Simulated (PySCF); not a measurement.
# C₆H₁₂N₂: magnetic properties

Wanted: magnetic properties for C₆H₁₂N₂ (`C/C=N\N=C/C(C)C`).

Computed with PySCF 2.14.0 and routines of our own; the level stands in each step. Atoms count from 0.

## 1. The system as given

20 atoms, charge 0, multiplicity 1; geometry from: GFN2-xTB.

## 2. Magnetic properties: GIAO B3LYP/pcSseg-1

What the job is given:

```
{"job": {"kind": "mag", "xc": "B3LYP", "basis": "pcSseg-1", "isotopologues": 2}, "charge": 0, "multiplicity": 1}
C      2.830506     0.787724     0.416244
C      2.400693    -0.516244     1.013956
N      1.532355    -1.308124     0.551314
N      0.934007    -1.298359    -0.590801
C     -0.229228    -0.909023    -0.889986
C     -1.181749    -0.148003    -0.007829
C     -1.357743     1.274625    -0.544571
C     -2.526294    -0.873055     0.045427
H      3.910080     0.793460     0.271210
H      2.341405     0.946664    -0.542733
H      2.578859     1.609113     1.087523
H      2.874567    -0.824142     1.936787
H     -0.565365    -1.149956    -1.890292
H     -0.756404    -0.100378     1.001545
H     -2.050550     1.830570     0.083498
H     -0.405967     1.801997    -0.559297
H     -1.753544     1.249720    -1.557999
H     -2.960300    -0.935752    -0.950670
H     -3.219503    -0.338309     0.691156
H     -2.400973    -1.881850     0.432481
```

Method: GIAO B3LYP/pcSseg-1 magnetisability, rotational g tensor and spin-rotation constants, non-relativistic, gas phase.

On the command line:

```console
$ OMP_NUM_THREADS=1 python excited_run.py task.json out
```

The driver reads the jobs from task.json and runs them one after another.

Standard output:

```text
coarse grid: 16080 points
cycle   1  E = -345.1538633244  dE =  9.411e-01  |g| = 4.776e-01  |ddm| = 3.898e+00
cycle   2  E = -345.1445664320  dE =  9.297e-03  |g| = 5.182e-01  |ddm| = 9.185e-01
cycle   3  E = -345.2136924588  dE = -6.913e-02  |g| = 6.239e-02  |ddm| = 4.685e-01
cycle   4  E = -345.2142177339  dE = -5.253e-04  |g| = 3.789e-02  |ddm| = 7.030e-02
cycle   5  E = -345.2144884992  dE = -2.708e-04  |g| = 1.513e-02  |ddm| = 3.698e-02
cycle   6  E = -345.2145362102  dE = -4.771e-05  |g| = 5.094e-03  |ddm| = 1.622e-02
cycle   7  E = -345.2145418679  dE = -5.658e-06  |g| = 1.272e-03  |ddm| = 4.769e-03
final grid: 153696 points
cycle   8  E = -345.2776133402  dE = -4.638e-05  |g| = 7.644e-03  |ddm| = 2.903e-02
cycle   9  E = -345.2776040979  dE =  9.242e-06  |g| = 9.957e-03  |ddm| = 1.441e-02
cycle  10  E = -345.2776267097  dE = -2.261e-05  |g| = 2.348e-03  |ddm| = 8.513e-03
cycle  11  E = -345.2776279157  dE = -1.206e-06  |g| = 3.899e-04  |ddm| = 1.892e-03
cycle  12  E = -345.2776279460  dE = -3.024e-08  |g| = 1.435e-04  |ddm| = 4.350e-04
cycle  13  E = -345.2776279504  dE = -4.454e-09  |g| = 4.693e-05  |ddm| = 1.516e-04
cycle  14  E = -345.2776279509  dE = -4.889e-10  |g| = 1.301e-05  |ddm| = 4.896e-05
converged SCF energy = -345.2776279509

Magnetisability tensor (1e-30 J/T^2)
    -1210.76      -15.39      115.11
      -15.39    -1308.49       46.52
      115.11       46.52    -1162.21
isotropic -1227.15   principal values   -1348.95  -1266.63  -1065.87
isotropic susceptibility -73.901 1e-6 cm^3/mol

Inertial axes            a          b          c
rot. const./GHz      3.5948     1.1535     1.0034
chi total           -70.185    -78.926    -72.592
chi diamagnetic    -464.136  -1194.697  -1357.911
chi paramagnetic    393.951   1115.772   1285.319
quadrupole/D A        6.591     -5.395     -1.195
g nuclear            0.6266     0.6008     0.5984
g electronic        -0.6653    -0.6046    -0.6059
g total             -0.0387    -0.0039    -0.0075

Spin-rotation constants (kHz, H = +C I.J)
atom  isotope        aa         bb         cc
  2    14N        0.826      0.203      0.196
  3    14N        0.931      0.132      0.215
  8     1H        0.062     -0.128     -0.102
  9     1H       -0.220     -0.118     -0.026
 10     1H       -0.407     -0.032     -0.058
 11     1H       -0.082     -0.109      0.006
 12     1H       -0.177     -0.120      0.038
 13     1H       -0.237     -0.132      0.001
 14     1H       -0.274     -0.089     -0.049
 15     1H       -0.047     -0.086     -0.115
 16     1H       -0.270     -0.129     -0.018
 17     1H       -0.209     -0.142     -0.025
 18     1H       -0.263     -0.096     -0.046
 19     1H       -0.373      0.008     -0.101
  0    13C*       0.580      0.160      0.135
  1    13C*       1.098      0.359      0.324
  4    13C*       1.280      0.279      0.400
  5    13C*       0.678      0.192      0.156
  6    13C*       0.585      0.158      0.170
* in the singly substituted isotopologue

Isotopologues: g along a, b, c
2H    at 8,9,10,11,12,1    -0.0315    -0.0031    -0.0065
13C   at 0                 -0.0385    -0.0038    -0.0074
```

Run time: 44 s. Hardware: 1 thread of Arm Neoverse V1, shared host; peak memory 0.86 GiB.

In short:

| quantity | value |
| --- | --- |
| magnetisability | -1227·10⁻³⁰ J/T² |
| molar susceptibility | -73.9·10⁻⁶ cm³/mol |
| rotational g (a, b, c) | -0.0387, -0.0039, -0.0075 |

The fields below are evaluated on a grid from the run's orbitals.

Frontier orbitals at B3LYP/pcSseg-1, with the share of their density that lies nearest to each atom:

| orbital | energy (eV) | lies on |
| --- | --- | --- |
| HOMO | -6.41 | N3 40 %; C1 21 %; N2 13 % |
| LUMO | -0.19 | N2, N3 about 21 % each; C1, C4 about 17 % each |

ELF in a plane through or near 8 of the atoms.

Values, 10 rows by 14 columns:
```
0.00 0.00 0.00 0.00 0.00 0.00 0.00 0.00 0.00 0.00 0.00 0.00 0.00 0.00
0.00 0.00 0.00 0.00 0.00 0.10 0.03 0.00 0.00 0.01 0.00 0.00 0.00 0.00
0.00 0.00 0.00 0.03 0.07 0.85 0.69 0.00 0.00 0.96 0.72 0.01 0.00 0.00
0.00 0.00 0.01 0.47 0.55 0.55 0.73 0.03 0.03 0.97 0.65 0.04 0.00 0.00
0.00 0.00 0.02 0.15 0.29 0.77 0.22 0.25 0.48 0.33 0.70 0.21 0.00 0.00
0.00 0.02 0.92 0.81 0.37 0.16 0.01 0.34 0.32 0.38 0.31 0.06 0.00 0.00
0.00 0.00 0.52 0.53 0.76 0.20 0.02 0.62 0.24 0.36 0.01 0.00 0.00 0.00
0.00 0.00 0.00 0.07 0.18 0.02 0.51 0.99 0.57 0.59 0.03 0.00 0.00 0.00
0.00 0.00 0.00 0.00 0.00 0.00 0.05 0.51 0.07 0.08 0.00 0.00 0.00 0.00
0.00 0.00 0.00 0.00 0.00 0.00 0.00 0.00 0.00 0.00 0.00 0.00 0.00 0.00
```
The map spans 13.1 Å across and 9.0 Å up, centred on the molecule. Atoms in the plane (x, y in Å): C0 (-2.9, -0.5), C1 (-2.5, 0.9), N2 (-1.5, 1.5), C5 (1.2, 0.1), C6 (1.3, -1.4), C7 (2.6, 0.7), H15 (0.3, -1.9), H19 (2.5, 1.8).

On the surface of density 0.002 e/bohr³ the electrostatic potential runs, from the 1st to the 99th percentile, from -1.50 V near N2 to 0.74 V near H10.

## 3. Magnetic properties: GIAO KT2/6-31G*

Settings changed since step 2:

```diff
@@ -1,2 +1,2 @@
-{"job": {"kind": "mag", "xc": "B3LYP", "basis": "pcSseg-1", "isotopologues": 2}, "charge": 0, "multiplicity": 1}
+{"job": {"kind": "mag", "xc": "KT2", "basis": "6-31G*"}, "charge": 0, "multiplicity": 1}
 C      2.830506     0.787724     0.416244
```

With the program's defaults for keys left out, this is: GIAO KT2/6-31G* magnetisability, rotational g tensor and spin-rotation constants, non-relativistic, gas phase.

Standard output:

```text
coarse grid: 16080 points
cycle   1  E = -351.2627369977  dE =  8.192e-01  |g| = 5.602e-01  |ddm| = 4.126e+00
cycle   2  E = -351.2066552839  dE =  5.608e-02  |g| = 7.225e-01  |ddm| = 1.492e+00
cycle   3  E = -351.3512880994  dE = -1.446e-01  |g| = 8.568e-02  |ddm| = 8.578e-01
cycle   4  E = -351.3524976979  dE = -1.210e-03  |g| = 4.987e-02  |ddm| = 1.339e-01
cycle   5  E = -351.3530757430  dE = -5.780e-04  |g| = 1.853e-02  |ddm| = 6.493e-02
cycle   6  E = -351.3531474507  dE = -7.171e-05  |g| = 8.542e-03  |ddm| = 2.661e-02
cycle   7  E = -351.3531637130  dE = -1.626e-05  |g| = 2.850e-03  |ddm| = 1.026e-02
cycle   8  E = -351.3531658725  dE = -2.160e-06  |g| = 5.065e-04  |ddm| = 3.348e-03
final grid: 153696 points
cycle   9  E = -351.2106382771  dE = -1.624e-04  |g| = 9.679e-03  |ddm| = 4.937e-02
cycle  10  E = -351.2105889730  dE =  4.930e-05  |g| = 1.706e-02  |ddm| = 2.604e-02
cycle  11  E = -351.2106521043  dE = -6.313e-05  |g| = 6.630e-03  |ddm| = 1.980e-02
cycle  12  E = -351.2106633190  dE = -1.121e-05  |g| = 5.608e-04  |ddm| = 7.086e-03
cycle  13  E = -351.2106633859  dE = -6.695e-08  |g| = 2.033e-04  |ddm| = 6.876e-04
cycle  14  E = -351.2106633943  dE = -8.349e-09  |g| = 7.146e-05  |ddm| = 2.437e-04
cycle  15  E = -351.2106633954  dE = -1.111e-09  |g| = 2.131e-05  |ddm| = 9.491e-05
cycle  16  E = -351.2106633955  dE = -1.052e-10  |g| = 8.184e-06  |ddm| = 3.175e-05
converged SCF energy = -351.2106633955

Magnetisability tensor (1e-30 J/T^2)
    -1189.92      -15.74      111.23
      -15.74    -1285.94       45.05
      111.23       45.05    -1146.90
isotropic -1207.59   principal values   -1325.90  -1244.46  -1052.41
isotropic susceptibility -72.723 1e-6 cm^3/mol

Inertial axes            a          b          c
rot. const./GHz      3.5948     1.1535     1.0034
chi total           -69.030    -77.565    -71.573
chi diamagnetic    -460.853  -1192.007  -1354.889
chi paramagnetic    391.824   1114.442   1283.316
quadrupole/D A        6.108     -4.872     -1.236
g nuclear            0.6266     0.6008     0.5984
g electronic        -0.6617    -0.6039    -0.6049
g total             -0.0351    -0.0031    -0.0066

Spin-rotation constants (kHz, H = +C I.J)
atom  isotope        aa         bb         cc
  2    14N        0.688      0.170      0.162
  3    14N        0.766      0.114      0.178
  8     1H        0.056     -0.133     -0.104
  9     1H       -0.227     -0.121     -0.028
 10     1H       -0.416     -0.034     -0.060
 11     1H       -0.092     -0.110      0.002
 12     1H       -0.177     -0.123      0.034
 13     1H       -0.233     -0.131      0.002
 14     1H       -0.280     -0.090     -0.050
 15     1H       -0.054     -0.087     -0.115
 16     1H       -0.275     -0.131     -0.018
 17     1H       -0.216     -0.144     -0.026
 18     1H       -0.267     -0.099     -0.047
 19     1H       -0.383      0.008     -0.102
  0    13C*       0.495      0.137      0.114
  1    13C*       0.942      0.303      0.268
  4    13C*       1.098      0.239      0.330
  5    13C*       0.587      0.168      0.137
  6    13C*       0.501      0.138      0.149
* in the singly substituted isotopologue
```

It took 34 s on 1 thread of Arm Neoverse V1, shared host; peak memory 0.47 GiB.

Key values:

| quantity | value |
| --- | --- |
| magnetisability | -1208·10⁻³⁰ J/T² |
| molar susceptibility | -72.7·10⁻⁶ cm³/mol |
| rotational g (a, b, c) | -0.0351, -0.0031, -0.0066 |

## 4. The levels compared

| level | ξ (10⁻³⁰ J/T²) | g(a) | g(b) | gap (eV) | functions | time |
| --- | --- | --- | --- | --- | --- | --- |
| GIAO B3LYP/pcSseg-1 | -1227 | -0.0387 | -0.0039 | 6.22 | 196 | 44 s |
| GIAO KT2/6-31G* | -1208 | -0.0351 | -0.0031 | 4.59 | 136 | 34 s |

## 5. What came out

| quantity | value |
| --- | --- |
| magnetisability (step 2, GIAO B3LYP/pcSseg-1) | -1227·10⁻³⁰ J/T² |
| molar susceptibility (step 2, GIAO B3LYP/pcSseg-1) | -73.9·10⁻⁶ cm³/mol |
| rotational g (a, b, c) (step 2, GIAO B3LYP/pcSseg-1) | -0.0387, -0.0039, -0.0075 |
| surface potential, 1st and 99th percentile | -1.50 V and 0.74 V |
| magnetisability over the levels | -1227 to -1208·10⁻³⁰ J/T² |

The magnetisability spreads by 1.6 % over 2 levels, from GIAO B3LYP/pcSseg-1 (44 s) to GIAO KT2/6-31G* (34 s); the runs took 34 s to 44 s. Two levels can agree by chance, so this spread shows no convergence. Vibrational averaging and real surroundings are missing from these values.
